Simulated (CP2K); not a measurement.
# Cu3O2 (I4/mmm) in CP2K: equation of state, part 2 of 2

CP2K 2026.2. Earlier steps stand in the parts before.

### Step 6. Single point, PBE, 12.51 Å³/atom (volume scaled by 1.04)

Input file cu3o2_eos.inp:

```
&GLOBAL
  PROJECT cu3o2_eos
  RUN_TYPE ENERGY_FORCE
  PRINT_LEVEL LOW
&END GLOBAL
&FORCE_EVAL
  METHOD QS
  STRESS_TENSOR ANALYTICAL
  &DFT
    BASIS_SET_FILE_NAME BASIS_MOLOPT_UZH
    POTENTIAL_FILE_NAME POTENTIAL_UZH
    WFN_RESTART_FILE_NAME previous-RESTART.kp
    &MGRID
      CUTOFF 600
      REL_CUTOFF 60
      NGRIDS 4
    &END MGRID
    &QS
      METHOD GPW
      EPS_DEFAULT 1.0E-10
    &END QS
    &KPOINTS
      SCHEME MONKHORST-PACK 9 9 9
      GAMMA_CENTERED T
      SYMMETRY T
      SYMMETRY_BACKEND SPGLIB
    &END KPOINTS
    &SCF
      SCF_GUESS RESTART
      EPS_SCF 1.0E-6
      MAX_SCF 100
      ADDED_MOS 25
      CHOLESKY OFF
      EPS_EIGVAL 1.0E-7
      &DIAGONALIZATION ON
        ALGORITHM STANDARD
      &END DIAGONALIZATION
      &MIXING ON
        METHOD BROYDEN_MIXING
        ALPHA 0.4
        BETA 1.5
        NBUFFER 8
      &END MIXING
      &SMEAR ON
        METHOD FERMI_DIRAC
        ELECTRONIC_TEMPERATURE [K] 580.226
      &END SMEAR
    &END SCF
    &XC
      &XC_FUNCTIONAL PBE
      &END XC_FUNCTIONAL
    &END XC
    &PRINT
      &KPOINTS ON
      &END KPOINTS
      &MULLIKEN ON
      &END MULLIKEN
      &MO ON
        ENERGIES T
        OCCUPATION_NUMBERS T
        &EACH
          QS_SCF 0
        &END EACH
        ADD_LAST NUMERIC
      &END MO
    &END PRINT
  &END DFT
  &SUBSYS
    &CELL
      ABC 4.7174919389 4.7174919390 4.7174919389
      ALPHA_BETA_GAMMA 128.4970000406 128.4970000395 75.8212795843
      PERIODIC XYZ
    &END CELL
    &COORD
      Cu  0.0000000000 0.0000000000 0.0000000000
      Cu  2.3587459695 -0.0000000000 1.4492883477
      Cu  0.5777684994 2.2868900519 1.4492883477
      O   0.8904887351 -1.1434450260 1.4492883477
      O   -0.8904887351 1.1434450259 1.4492883477
    &END COORD
    &KIND Cu
      BASIS_SET TZVP-MOLOPT-PBE-GTH-q11
      POTENTIAL GTH-PBE-q11
    &END KIND
    &KIND O
      BASIS_SET TZVP-MOLOPT-PBE-GTH-q6
      POTENTIAL GTH-PBE-q6
    &END KIND
    &PRINT
      &ATOMIC_COORDINATES ON
      &END ATOMIC_COORDINATES
      &CELL ON
      &END CELL
    &END PRINT
  &END SUBSYS
  &PRINT
    &FORCES ON
    &END FORCES
    &STRESS_TENSOR ON
    &END STRESS_TENSOR
  &END PRINT
&END FORCE_EVAL
```

Potentials or basis: POTENTIAL_UZH Cu GTH-PBE-q11, O GTH-PBE-q6; TZVP-MOLOPT-PBE-GTH basis.

Started as:

```console
> OMP_NUM_THREADS=1 mpirun -n 3 cp2k.psmp -i cu3o2_eos.inp -o cu3o2_eos.out
```

Wall time 3.2 min (3 MPI ranks of Arm Neoverse V2, shared host).

It converged, with:

| Item | Value |
| --- | --- |
| Free energy | -4771.7130 eV |
| Pressure | -2.3 GPa |
| Largest force | 0.018 eV/Å |
| Band gap on the k mesh | none (metal or under the smearing width) |
| Mulliken charges | Cu +0.20, +0.43; O -0.53 e |

Caveat: Mulliken charges move with the basis; the basis of atomic orbitals isn't converged, which shifts pressures, moduli and gaps; an odd number of electrons without spin polarisation forces a metal; a magnetic or distorted state may lie lower; the run has no spin polarisation, though such a crystal can be magnetic; semilocal functionals often make such compounds metallic where correlation or magnetic order opens a gap, which also shifts bond lengths.

### Step 7. Single point, PBE, 11.31 Å³/atom (volume scaled by 0.94)

cu3o2_eos.inp, as its differences from that of step 6:

```diff
@@ -69,4 +69,4 @@
     &CELL
-      ABC 4.7174919389 4.7174919390 4.7174919389
-      ALPHA_BETA_GAMMA 128.4970000406 128.4970000395 75.8212795843
+      ABC 4.5611673286 4.5611673286 4.5611673286
+      ALPHA_BETA_GAMMA 128.4970000401 128.4970000395 75.8212795847
       PERIODIC XYZ
@@ -75,6 +75,6 @@
       Cu  0.0000000000 0.0000000000 0.0000000000
-      Cu  2.3587459695 -0.0000000000 1.4492883477
-      Cu  0.5777684994 2.2868900519 1.4492883477
-      O   0.8904887351 -1.1434450260 1.4492883477
-      O   -0.8904887351 1.1434450259 1.4492883477
+      Cu  2.2805836643 -0.0000000000 1.4012629479
+      Cu  0.5586228523 2.2111088527 1.4012629479
+      O   0.8609804060 -1.1055544264 1.4012629479
+      O   -0.8609804060 1.1055544263 1.4012629479
     &END COORD
```

Started as:

```console
> OMP_NUM_THREADS=1 mpirun -n 3 cp2k.psmp -i cu3o2_eos.inp -o cu3o2_eos.out
```

Run time: 3 min. Hardware: 3 MPI ranks of Arm Neoverse V2, shared host.

It converged, with:

- Free energy: -4771.5346 eV
- Pressure: 13.2 GPa
- Band gap on the k mesh: none (metal or under the smearing width)
- Mulliken charges: Cu +0.07, +0.42; O -0.45 e

Caveat: Mulliken charges move with the basis; the basis of atomic orbitals isn't converged, which shifts pressures, moduli and gaps; an odd number of electrons without spin polarisation forces a metal; a magnetic or distorted state may lie lower; the run has no spin polarisation, though such a crystal can be magnetic; semilocal functionals often make such compounds metallic where correlation or magnetic order opens a gap, which also shifts bond lengths.

### Step 8. Single point, PBE, 12.75 Å³/atom (volume scaled by 1.06)

cu3o2_eos.inp, as its differences from that of step 7:

```diff
@@ -69,4 +69,4 @@
     &CELL
-      ABC 4.5611673286 4.5611673286 4.5611673286
-      ALPHA_BETA_GAMMA 128.4970000401 128.4970000395 75.8212795847
+      ABC 4.7475404684 4.7475404684 4.7475404684
+      ALPHA_BETA_GAMMA 128.4970000406 128.4970000396 75.8212795844
       PERIODIC XYZ
@@ -75,6 +75,6 @@
       Cu  0.0000000000 0.0000000000 0.0000000000
-      Cu  2.2805836643 -0.0000000000 1.4012629479
-      Cu  0.5586228523 2.2111088527 1.4012629479
-      O   0.8609804060 -1.1055544264 1.4012629479
-      O   -0.8609804060 1.1055544263 1.4012629479
+      Cu  2.3737702342 -0.0000000000 1.4585197325
+      Cu  0.5814486527 2.3014566233 1.4585197325
+      O   0.8961607908 -1.1507283117 1.4585197325
+      O   -0.8961607907 1.1507283117 1.4585197325
     &END COORD
```

Started as:

```console
> OMP_NUM_THREADS=1 mpirun -n 3 cp2k.psmp -i cu3o2_eos.inp -o cu3o2_eos.out
```

Run time: 2.4 min. Hardware: 3 MPI ranks of Arm Neoverse V2, shared host.

Results (log left out):

```
Free energy            : -4771.6877 eV
Pressure               : -4.4 GPa
Band gap on the k mesh : none (metal or under the smearing width)
Mulliken charges       : Cu +0.23, +0.43; O -0.55 e
```

Caveat: Mulliken charges move with the basis; the basis of atomic orbitals isn't converged, which shifts pressures, moduli and gaps; an odd number of electrons without spin polarisation forces a metal; a magnetic or distorted state may lie lower; the run has no spin polarisation, though such a crystal can be magnetic; semilocal functionals often make such compounds metallic where correlation or magnetic order opens a gap, which also shifts bond lengths.

### Step 9. Equation of state, PBE

Potentials or basis: POTENTIAL_UZH Cu GTH-PBE-q11, O GTH-PBE-q6; TZVP-MOLOPT-PBE-GTH basis.

No new run: the results of the series are fitted here.

What came out:

- Equilibrium volume: 12.28 Å³/atom
- Bulk modulus at fixed shape and positions: 131 GPa
- Pressure derivative of the bulk modulus: 4.8

Energy against volume, from the lowest point:
```
volume (Å³/atom)  energy (meV/atom)
          11.306              37.29
          11.546              20.36
          11.787               8.88
          12.027               2.27
          12.268               0.00
          12.508               1.60
          12.749               6.66
```

Caveat: the cell was scaled at fixed shape and fractional positions, which overstates the stiffness of a crystal with free parameters, most of all of layers and chains; the basis of atomic orbitals isn't converged, which shifts pressures, moduli and gaps; the run has no spin polarisation, though such a crystal can be magnetic.
